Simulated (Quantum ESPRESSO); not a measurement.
# ZrTaTe4 (P-3m1) in Quantum ESPRESSO: reference runs

Reference runs on ZrTaTe4: the cell as given.

Everything below comes from runs of Quantum ESPRESSO 7.5. Logs are shortened: lines on timing, memory, paths and dates and some standing lists are left out, and cuts for length are marked.

### Step 1. The structure

The structure is trigonal, space group P-3m1 (No. 164). Conventional cell: a = 3.833 Å, b = 3.833 Å, c = 14.508 Å, α = 90.00°, β = 90.00°, γ = 120.00°. Ta (site symmetry -3m) is surrounded by 6 Te at 2.83 Å. Te (site symmetry 3m) is surrounded by 3 Ta at 2.83 Å. Te (site symmetry 3m) has 3 Zr at 2.90 Å as nearest neighbours. Around Zr (site symmetry -3m) lie 6 Te at 2.90 Å.

The cell comes from a database or a generator and needn't be the stable form of this composition.

### Step 2. Single point, PBEsol

pw.in reads:

```
&CONTROL
  calculation = 'scf'
  prefix = 'pwscf'
  outdir = './tmp'
  pseudo_dir = './pseudo'
  tprnfor = .true.
  tstress = .true.
  disk_io = 'low'
/
&SYSTEM
  ibrav = 0
  celldm(1) = 8
  nat = 6
  ntyp = 3
  ecutwfc = 56
  ecutrho = 448
  nbnd = 34
  occupations = 'smearing'
  smearing = 'fd'
  degauss = 0.00367493
/
&ELECTRONS
  conv_thr = 1.2d-09
  electron_maxstep = 120
  mixing_beta = 0.5
/
ATOMIC_SPECIES
Ta   180.9479 ta_pbesol_v1.uspp.F.UPF
Te   127.6000 te_pbesol_v1.uspp.F.UPF
Zr    91.2240 zr_pbesol_v1.uspp.F.UPF
CELL_PARAMETERS alat
  0.9053030884163   0.0000000000000   0.0000000000000
 -0.4526515442081   0.7840154727034   0.0000000000000
  0.0000000000000   0.0000000000000   3.4270672236723
ATOMIC_POSITIONS crystal
Ta     0.0000000000    0.0000000000    0.0000000000
Te     0.6666666667    0.3333333333    0.1219700000
Te     0.6666666667    0.3333333333    0.6286800000
Te     0.3333333333    0.6666666667    0.3713200000
Te     0.3333333333    0.6666666667    0.8780300000
Zr     0.0000000000    0.0000000000    0.5000000000
K_POINTS automatic
8 8 2 0 0 0
```

pp_density.in reads:

```
&INPUTPP
  prefix = 'pwscf'
  outdir = './tmp'
  filplot = 'density.dat'
  plot_num = 0
/
&PLOT
  nfile = 1
  filepp(1) = 'density.dat'
  iflag = 3
  output_format = 6
  fileout = 'density.cube'
/
```

pp_potential.in reads:

```
&INPUTPP
  prefix = 'pwscf'
  outdir = './tmp'
  filplot = 'potential.dat'
  plot_num = 11
/
&PLOT
  nfile = 1
  filepp(1) = 'potential.dat'
  iflag = 3
  output_format = 6
  fileout = 'potential.cube'
/
```

Potentials or basis: GBRV 1.5 PBEsol.

Command:

```bash
OMP_NUM_THREADS=1 mpirun -n 2 pw.x -nk 2 -in pw.in > pw.out
OMP_NUM_THREADS=1 mpirun -n 1 pp.x -in pp_density.in > pp_density.out
OMP_NUM_THREADS=1 mpirun -n 1 pp.x -in pp_potential.in > pp_potential.out
```

pw.out:

```text
This program is part of the open-source Quantum ESPRESSO suite
     for quantum simulation of materials; please cite
[... 13 lines left out ...]
     --------------------
     sticks:   dense  smooth     PW     G-vecs:    dense   smooth      PW
     Sum        1627     817    241               199595    70547   10991

     Using Slab Decomposition

     bravais-lattice index     =            0
     lattice parameter (alat)  =       8.0000  a.u.
     unit-cell volume          =    1245.4068 (a.u.)^3
     number of atoms/cell      =            6
     number of atomic types    =            3
     number of electrons       =        49.00
     number of Kohn-Sham states=           34
     kinetic-energy cutoff     =      56.0000  Ry
     charge density cutoff     =     448.0000  Ry
     scf convergence threshold =      1.2E-09
     mixing beta               =       0.5000
     number of iterations used =            8  plain     mixing
     Exchange-correlation= SLA  PW   PSX  PSC
                           (   1   4  10   8   0   0   0)

     celldm(1)=   8.000000  celldm(2)=   0.000000  celldm(3)=   0.000000
     celldm(4)=   0.000000  celldm(5)=   0.000000  celldm(6)=   0.000000

     crystal axes: (cart. coord. in units of alat)
               a(1) = (   0.905303   0.000000   0.000000 )
               a(2) = (  -0.452652   0.784015   0.000000 )
               a(3) = (   0.000000   0.000000   3.427067 )

     reciprocal axes: (cart. coord. in units 2 pi/alat)
               b(1) = (  1.104602  0.637743 -0.000000 )
               b(2) = (  0.000000  1.275485  0.000000 )
               b(3) = (  0.000000 -0.000000  0.291795 )

     PseudoPot. # 1 for Ta read from file:
     ta_pbesol_v1.uspp.F.UPF
     Pseudo is Ultrasoft + core correction, Zval = 13.0
     Generated by new atomic code, or converted to UPF format
     Using radial grid of  921 points,  7 beta functions with:
                l(1) =   0
                l(2) =   0
                l(3) =   1
                l(4) =   1
                l(5) =   2
                l(6) =   2
                l(7) =   3
     Q(r) pseudized with  6 coefficients,  rinner =    1.300   1.300   1.300
                                                       1.300   1.300   1.300
                                                       1.300

     PseudoPot. # 2 for Te read from file:
     te_pbesol_v1.uspp.F.UPF
     Pseudo is Ultrasoft + core correction, Zval =  6.0
     Generated by new atomic code, or converted to UPF format
     Using radial grid of  891 points,  5 beta functions with:
                l(1) =   0
                l(2) =   0
                l(3) =   1
                l(4) =   1
                l(5) =   2
     Q(r) pseudized with  6 coefficients,  rinner =    1.800   1.800   1.800
                                                       1.800   1.800

     PseudoPot. # 3 for Zr read from file:
     zr_pbesol_v1.uspp.F.UPF
     Pseudo is Ultrasoft + core correction, Zval = 12.0
     Generated by new atomic code, or converted to UPF format
     Using radial grid of  887 points,  6 beta functions with:
                l(1) =   0
                l(2) =   0
                l(3) =   1
                l(4) =   1
                l(5) =   2
                l(6) =   2
     Q(r) pseudized with  6 coefficients,  rinner =    1.200   1.200   1.200
                                                       1.200   1.200

     atomic species   valence    mass     pseudopotential
     Ta               13.00   180.94790     Ta( 1.00)
     Te                6.00   127.60000     Te( 1.00)
     Zr               12.00    91.22400     Zr( 1.00)

     12 Sym. Ops., with inversion, found

   Cartesian axes

     site n.     atom                  positions (alat units)
         1        Ta     tau(   1) = (   0.0000000   0.0000000   0.0000000  )
         2        Te     tau(   2) = (   0.4526515   0.2613385   0.4179994  )
         3        Te     tau(   3) = (   0.4526515   0.2613385   2.1545286  )
         4        Te     tau(   4) = (  -0.0000000   0.5226770   1.2725386  )
         5        Te     tau(   5) = (  -0.0000000   0.5226770   3.0090678  )
         6        Zr     tau(   6) = (   0.0000000   0.0000000   1.7135336  )

     number of k points=    20  Fermi-Dirac smearing, width (Ry)=  0.0037
                       cart. coord. in units 2pi/alat
        k(    1) = (   0.0000000   0.0000000   0.0000000), wk =   0.0156250
        k(    2) = (   0.0000000   0.0000000  -0.1458973), wk =   0.0156250
        k(    3) = (   0.0000000   0.1594356   0.0000000), wk =   0.0937500
        k(    4) = (   0.0000000   0.1594356  -0.1458973), wk =   0.0937500
        k(    5) = (   0.0000000   0.3188713   0.0000000), wk =   0.0937500
        k(    6) = (   0.0000000   0.3188713  -0.1458973), wk =   0.0937500
[... 12 lines left out ...]
        k(   19) = (   0.2761506   0.6377425   0.0000000), wk =   0.0937500
        k(   20) = (   0.2761506   0.6377425  -0.1458973), wk =   0.0937500

     Dense  grid:   199595 G-vectors     FFT dimensions: (  50,  50, 192)

     Smooth grid:    70547 G-vectors     FFT dimensions: (  36,  36, 135)

     Initial potential from superposition of free atoms

     starting charge      48.9962, renormalised to      49.0000

     negative rho (up, down):  1.536E-01 0.000E+00
     Starting wfcs are   42 randomized atomic wfcs

     Self-consistent Calculation

     iteration #  1     ecut=    56.00 Ry     beta= 0.50
     Davidson diagonalization with overlap
     ethr =  1.00E-02,  avg # of iterations =  2.5

     negative rho (up, down):  1.561E-01 0.000E+00

     total energy              =    -346.53270120 Ry
     estimated scf accuracy    <       0.55288710 Ry

     iteration #  2     ecut=    56.00 Ry     beta= 0.50
     Davidson diagonalization with overlap
     ethr =  1.13E-03,  avg # of iterations =  8.2

     negative rho (up, down):  1.562E-01 0.000E+00

     total energy              =    -343.80887688 Ry
     estimated scf accuracy    <      97.20100460 Ry
[... 25 lines left out ...]
     total energy              =    -346.86943845 Ry
     estimated scf accuracy    <       0.02311889 Ry

     iteration #  6     ecut=    56.00 Ry     beta= 0.50
     Davidson diagonalization with overlap
     ethr =  4.72E-05,  avg # of iterations =  2.4

     negative rho (up, down):  1.601E-01 0.000E+00

     total energy              =    -346.87053513 Ry
     estimated scf accuracy    <       0.00194049 Ry

     iteration #  7     ecut=    56.00 Ry     beta= 0.50
     Davidson diagonalization with overlap
     c_bands:  1 eigenvalues not converged
     ethr =  3.96E-06,  avg # of iterations =  6.2

     negative rho (up, down):  1.601E-01 0.000E+00

     total energy              =    -346.87072295 Ry
     estimated scf accuracy    <       0.00012485 Ry

     iteration #  8     ecut=    56.00 Ry     beta= 0.50
     Davidson diagonalization with overlap
     ethr =  2.55E-07,  avg # of iterations =  2.5

     negative rho (up, down):  1.601E-01 0.000E+00

     total energy              =    -346.87073872 Ry
     estimated scf accuracy    <       0.00003793 Ry

     iteration #  9     ecut=    56.00 Ry     beta= 0.50
     Davidson diagonalization with overlap
     ethr =  7.74E-08,  avg # of iterations =  1.4
[... 24 lines left out ...]
     iteration # 12     ecut=    56.00 Ry     beta= 0.50
     Davidson diagonalization with overlap
     ethr =  9.11E-10,  avg # of iterations =  4.0

     negative rho (up, down):  1.600E-01 0.000E+00

     total energy              =    -346.87074353 Ry
     estimated scf accuracy    <       0.00000002 Ry

     iteration # 13     ecut=    56.00 Ry     beta= 0.50
     Davidson diagonalization with overlap
     ethr =  4.97E-11,  avg # of iterations =  4.0

     negative rho (up, down):  1.600E-01 0.000E+00

     End of self-consistent calculation

          k = 0.0000 0.0000 0.0000 (  8795 PWs)   bands (ev):

   -61.2698 -41.6294 -27.7172 -27.7172 -27.5974 -19.6909 -19.6340 -19.6340
    -4.9933  -4.1842  -3.9721  -3.4171   2.2545   3.5031   4.9765   5.0668
     5.0668   6.0305   6.0305   6.9671   7.6116   7.6116   7.6155   7.9771
     7.9771   8.4297   8.4297   8.5380   8.5769   8.5769  11.2028  11.2028
    11.6162  11.6162

          k = 0.0000 0.0000-0.1459 (  8862 PWs)   bands (ev):

   -61.2698 -41.6294 -27.7172 -27.7172 -27.5974 -19.6909 -19.6340 -19.6340
    -4.9896  -4.2423  -3.8826  -3.4546   2.3905   3.1654   5.0668   5.0668
     5.8564   5.9449   6.0302   6.0302   7.6115   7.6115   7.9565   7.9835
     7.9835   8.4209   8.4209   8.5370   8.5769   8.5769  11.2481  11.2481
    11.5668  11.5668

          k = 0.0000 0.1594 0.0000 (  8835 PWs)   bands (ev):
[... 33 lines left out ...]
   -61.2684 -41.6206 -27.7703 -27.7299 -27.5867 -19.7640 -19.6635 -19.6598
    -3.7476  -3.4241  -3.1043  -2.8784   2.5115   3.3762   3.4430   4.0186
     4.1863   4.8684   5.0127   5.5713   5.8074   5.9076   6.3618   6.8935
     7.0492   7.5535   8.9781   9.2247   9.9186   9.9856  10.8326  11.0795
    11.2328  11.6852

          k = 0.0000 0.4783-0.1459 (  8794 PWs)   bands (ev):

   -61.2684 -41.6206 -27.7703 -27.7299 -27.5867 -19.7640 -19.6635 -19.6598
    -3.7482  -3.4205  -3.1112  -2.8743   2.5068   3.3688   3.4713   3.8789
     4.4272   4.8487   5.0134   5.2568   5.8013   6.1726   6.3734   6.8614
     7.0421   7.5526   8.9764   9.1788   9.9808  10.0566  10.5433  11.1585
    11.3900  11.5941

          k = 0.0000-0.6377 0.0000 (  8822 PWs)   bands (ev):

   -61.2682 -41.6191 -27.7793 -27.7321 -27.5848 -19.7859 -19.6686 -19.6545
    -3.5085  -3.2325  -2.9619  -2.6595   1.9309   2.8652   3.2959   3.9834
     4.4088   4.8923   4.9137   5.1240   5.6932   6.1550   6.3876   6.7429
     7.0481   7.4179   9.0064   9.2719  10.1453  10.2376  10.5463  11.1246
    11.2049  11.5323

          k = 0.0000-0.6377-0.1459 (  8808 PWs)   bands (ev):

   -61.2682 -41.6191 -27.7793 -27.7321 -27.5848 -19.7859 -19.6686 -19.6545
    -3.5079  -3.2354  -2.9578  -2.6616   1.9331   2.8600   3.3507   3.8345
     4.4754   4.8222   4.9150   5.4713   5.6838   5.8015   6.4108   6.8383
     7.0294   7.4304   9.0064   9.2719  10.1454  10.2850  10.4227  11.1094
    11.2339  11.6295

          k = 0.1381 0.2392 0.0000 (  8835 PWs)   bands (ev):

   -61.2692 -41.6253 -27.7409 -27.7241 -27.5924 -19.6923 -19.6767 -19.6501
    -4.4826  -3.7470  -3.7168  -3.2133   2.8748   3.8464   4.0375   4.6771
     4.8855   5.3518   5.5841   5.8464   6.1698   6.2079   6.5760   7.0872
     7.6297   8.3832   8.5937   9.0268   9.1555   9.8299  10.4093  10.4748
    10.9086  11.3260

          k = 0.1381 0.2392-0.1459 (  8826 PWs)   bands (ev):

   -61.2692 -41.6253 -27.7409 -27.7241 -27.5924 -19.6923 -19.6767 -19.6501
    -4.4797  -3.8307  -3.6142  -3.2359   2.9550   3.5733   4.2183   4.7018
     4.8869   5.3532   5.5197   5.9152   6.2117   6.3347   6.4594   6.9284
     7.7190   8.3525   8.6740   8.9188   9.2635   9.6641  10.4315  10.7064
    10.9558  11.1327
[... 51 lines left out ...]
   -61.2680 -41.6180 -27.7681 -27.7514 -27.5836 -19.7577 -19.7164 -19.6509
    -3.2736  -3.1972  -2.7409  -2.6457   2.5469   3.3801   3.4827   3.7918
     3.9992   4.5295   4.5692   4.8925   4.9561   5.2670   5.3188   5.6339
     8.1307   8.7374   8.9196   9.0935   9.7349   9.9154  10.2751  10.6921
    11.0634  11.6358

          k = 0.2762 0.6377-0.1459 (  8786 PWs)   bands (ev):

   -61.2680 -41.6180 -27.7681 -27.7514 -27.5836 -19.7577 -19.7164 -19.6509
    -3.2735  -3.1974  -2.7407  -2.6458   2.5476   3.3708   3.5071   3.7648
     3.9905   4.5097   4.6052   4.8864   5.1068   5.1303   5.3460   5.5870
     8.1728   8.8461   8.8606   9.0022   9.6737   9.8932  10.3622  10.9122
    10.9696  11.5475

     the Fermi energy is     7.6120 ev

!    total energy              =    -346.87074354 Ry
     estimated scf accuracy    <          9.3E-10 Ry
     smearing contrib. (-TS)   =      -0.00347617 Ry
     internal energy E=F+TS    =    -346.86726737 Ry

     The total energy is F=E-TS. E is the sum of the following terms:
     one-electron contribution =    -139.18319919 Ry
     hartree contribution      =      84.38443221 Ry
     xc contribution           =    -116.97743141 Ry
     ewald contribution        =    -175.09106899 Ry

     convergence has been achieved in  13 iterations

     negative rho (up, down):  1.600E-01 0.000E+00

     Forces acting on atoms (cartesian axes, Ry/au):

     atom    1 type  1   force =     0.00000000    0.00000000    0.00000000
     atom    2 type  2   force =     0.00000000    0.00000000   -0.00927762
     atom    3 type  2   force =    -0.00000000   -0.00000000   -0.00565593
     atom    4 type  2   force =     0.00000000   -0.00000000    0.00565593
     atom    5 type  2   force =    -0.00000000   -0.00000000    0.00927762
     atom    6 type  3   force =     0.00000000    0.00000000    0.00000000

     Total force =     0.015366     Total SCF correction =     0.000034

     Computing stress (Cartesian axis) and pressure

     negative rho (up, down):  1.600E-01 0.000E+00
          total   stress  (Ry/bohr**3)                   (kbar)     P=      -29.51
  -0.00021076   0.00000000  -0.00000000          -31.00        0.00       -0.00
   0.00000000  -0.00021076  -0.00000000            0.00      -31.00       -0.00
   0.00000000   0.00000000  -0.00018025            0.00        0.00      -26.52

=------------------------------------------------------------------------------=
   JOB DONE.
=------------------------------------------------------------------------------=
```

It took 2.2 min on 2 MPI ranks of Arm Neoverse V1, shared host; peak memory 1.5 GiB.

Results:

```yaml
Free_energy: -4719.4169 eV
Pressure: -3.0 GPa
Largest_force: 0.239 eV/Å
Band_gap_on_the_k_mesh: none (metal or under the smearing width)
```

Forces in eV/Å, atoms in the order of the input:
```
Ta   0.000  0.000  0.000
Te   0.000  0.000 -0.239
Te   0.000  0.000 -0.145
Te   0.000  0.000  0.145
Te   0.000  0.000  0.239
Zr   0.000  0.000  0.000
```

Levels at points of the mesh, in eV from the Fermi level:
```csv
k point,band 20,band 21,band 22,band 23,band 24,band 25,band 26,band 27,band 28,band 29
"(0.00, 0.00, 0.00)",-0.64,0.00,0.00,0.00,0.37,0.37,0.82,0.82,0.93,0.96
"(0.00, 0.00, -0.50)",-1.58,0.00,0.00,0.34,0.37,0.37,0.81,0.81,0.93,0.96
"(0.00, -0.50, 0.00)",-2.49,-1.92,-1.46,-1.22,-0.87,-0.56,-0.19,1.39,1.66,2.53
"(0.00, -0.50, -0.50)",-2.14,-1.93,-1.81,-1.20,-0.77,-0.58,-0.18,1.39,1.66,2.53
```

Caveat: this functional lacks dispersion, which binds the layers, so the pressure and a relaxed spacing across them are unreliable.
